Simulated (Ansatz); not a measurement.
CoSn:

```
CELL_PARAMETERS angstrom
5.24604 0.00000 0.00000
-2.62302 4.54320 0.00000
0.00000 0.00000 4.18759
ATOMIC_POSITIONS crystal
Sn 0.00000 0.00000 0.00000
Sn 0.33333 0.66667 0.50000
Sn 0.66667 0.33333 0.50000
Co 0.50000 0.00000 0.00000
Co 0.50000 0.50000 0.00000
Co 0.00000 0.50000 0.00000
```

The cell is a database's computed one.

Base run:

```yaml
Program: Ansatz 0.2.0
Functional: PBEsol
Potentials_or_basis: Ansatz PAW
Cutoff: "420 eV (not typed: the program's choice for these potentials)"
k_mesh: 5 × 5 × 6
Occupations: fermi-dirac, width 0.05 eV
Spin: collinear spin, ferromagnetic start
Starting_moments: "[0.0, 0.0, 0.0, 1.0, 1.0, 1.0] μB"
Fixed_moment: 3 μB
```

Its results: pressure 0.6 GPa; site moments Sn +0.02, +0.00; Co +0.95 μB.

The run is repeated on the same cell with these changes: fixed moment from 3 μB to 9 μB; moments at the start from [0.0, 0.0, 0.0, 1.0, 1.0, 1.0] to [0.0, 0.0, 0.0, 3.0, 3.0, 3.0]. What comes out?

Pressure 18.5 GPa; site moments Sn +0.29, +0.23; Co +2.26 μB.

Caveats: the total moment is fixed, so each spin has its own Fermi level; the PAW data sets come from PBE, with cores solved anew for the run's functional, which leaves a small shift of forces and pressure; the thresholds are loose for stress.
